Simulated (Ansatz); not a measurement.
# ZnAg3: the cost of one run

Method: DFT PBEsol, scalar-relativistic, plane waves, PAW, in Ansatz 0.2.0.

2 further runs of the same task are left out: 2 set aside as unsound or not needed.

## (1) Starting point

Symmetry: I4/mmm, No. 139, tetragonal system. The conventional cell has a = 4.027 Å, b = 4.027 Å, c = 8.144 Å, α = 90.00°, β = 90.00°, γ = 90.00°. Zn (site symmetry 4/mmm) has 12 Ag at 2.85 to 2.86 Å as nearest neighbours. Ag (site symmetry -4m2) has 8 Ag at 2.85 to 2.86 Å and 4 Zn at 2.86 Å as nearest neighbours. Around Ag (site symmetry 4/mmm) lie 4 Zn at 2.85 Å and 8 Ag at 2.86 Å.

Structure file:

```
Zn Ag
1.0
    -2.01339    2.01339    4.07204
     2.01339   -2.01339    4.07204
     2.01339    2.01339   -4.07204
Zn Ag
1 3
Direct
  0.00000 0.00000 0.00000
  0.75000 0.25000 0.50000
  0.25000 0.75000 0.50000
  0.50000 0.50000 0.00000
```

Source of the structure: the Materials Project (structure only).

(A quick probe on a coarse mesh, which set the mesh and smearing, is not shown.)

## (3) Relaxing cell and atoms

Contents of input.yaml:

```yaml
crystal:
  lattice:
    - [-2.01338912, 2.01338912, 4.07203677]
    - [2.01338912, -2.01338912, 4.07203677]
    - [2.01338912, 2.01338912, -4.07203677]
  atoms:
    - { symbol: Zn, position: [0.0, 0.0, 0.0] }
    - { symbol: Ag, position: [0.75, 0.25, 0.5] }
    - { symbol: Ag, position: [0.25, 0.75, 0.5] }
    - { symbol: Ag, position: [0.5, 0.5, 0.0] }
basis:
  ecutwfc: 420
kpoints:
  mp_grid: { grid: [14, 14, 14] }
hamiltonian:
  xc: pbesol
scf:
  occupations: { method: gaussian, width: 0.1 }
output:
  forces: true
  stress: true
  eigenvalues: true
relax:
  adjacent_minimum: "off"
  f_tol: 0.005
  max_steps: 80
  cell: { stress_tol: 0.05 }
```

Started as:

```
$ ansatz run input.yaml --threads 2 --pin off --max-ram 5120MiB --backend cpu --events-out ev --progress --plain --runs-dir out
```

**Question.** How long does this run take on 2 threads of Intel Xeon Platinum 8259CL at 2.50GHz (Skylake/Cascade Lake), shared host, and how much memory does it need?

About 75 s, with a peak of 0.82 GiB.
